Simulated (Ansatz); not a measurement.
# Cl2FH4NSi: the cost of one run

Program: Ansatz 0.2.0, Gaussian basis. Level of theory: PBE0-D4, def2-SVP first, then def2-TZVP. These are calculated values, not measurements.

152 further runs of the same task are left out: 152 set aside as unsound or not needed. Runs told in other sessions of the task aren't counted.

**1. Where the work starts**

The guess: 9 atoms, charge 0, spin multiplicity 1.

Atoms are counted from 1 here; the program's logs count them from 0.

Bond lengths: Si1–Cl3 1.988 Å, Si1–Cl4 2.049 Å, Si1–H5 1.438 Å, Si1–N7 1.835 Å, H6–N7 1.196 Å, N7–H8 1.015 Å, N7–H9 1.013 Å. Angles: Cl3–Si1–Cl4 107.7°, Cl3–Si1–H5 121.7°, Cl3–Si1–N7 107.2°, Cl4–Si1–H5 105.7°, Cl4–Si1–N7 101.1°, H5–Si1–N7 111.4°, Si1–N7–H6 89.6°, Si1–N7–H8 115.8°, Si1–N7–H9 115.7°, H6–N7–H8 112.8°, H6–N7–H9 113.3°, H8–N7–H9 108.6°.

As a file:

```xyz
9
Cl2FH4NSi
Si   -0.56700    0.17700   -0.65570
F     1.75520    0.85570   -0.44770
Cl    0.02810   -1.09940   -2.05950
Cl   -2.51940   -0.25560   -0.20810
H    -0.52000    1.60010   -0.85940
H     1.27450    0.21620    0.51740
N     0.26990   -0.30540    0.90470
H     0.37850   -1.30280    1.05830
H    -0.09970    0.11430    1.74990
```

Distances that are to change: Si1–N7 1.84 Å, F2–H6 1.25 Å, Si1–F2 2.43 Å, H6–N7 1.20 Å.

**2. Constrained relaxation of the guess**

Contents of hold/in.yaml:

```yaml
crystal:
  periodic: [false, false, false]
  atoms:
    - {symbol: Si, position_ang: [-0.567000, 0.177000, -0.655700]}
    - {symbol: F, position_ang: [1.755200, 0.855700, -0.447700]}
    - {symbol: Cl, position_ang: [0.028100, -1.099400, -2.059500]}
    - {symbol: Cl, position_ang: [-2.519400, -0.255600, -0.208100]}
    - {symbol: H, position_ang: [-0.520000, 1.600100, -0.859400]}
    - {symbol: H, position_ang: [1.274500, 0.216200, 0.517400]}
    - {symbol: N, position_ang: [0.269900, -0.305400, 0.904700]}
    - {symbol: H, position_ang: [0.378500, -1.302800, 1.058300]}
    - {symbol: H, position_ang: [-0.099700, 0.114300, 1.749900]}
basis:
  gaussian: {orbitals: def2-SVP}
hamiltonian: {xc: pbe0, dispersion: d4}
relax: {f_tol: 0.04, max_steps: 150, escape_saddle: false, constraints: [{distance: [0, 6]}, {distance: [1, 5]}, {distance: [0, 1]}, {distance: [5, 6]}]}
```

The run is started by

```bash
$ ansatz run in.yaml --threads 8 --pin off --events-out ev --progress --plain --max-ram 19148MiB
```

**Question.** How long does this run take on 8 threads of Intel Xeon Platinum 8375C at 2.90GHz, shared host?

About 6 s.
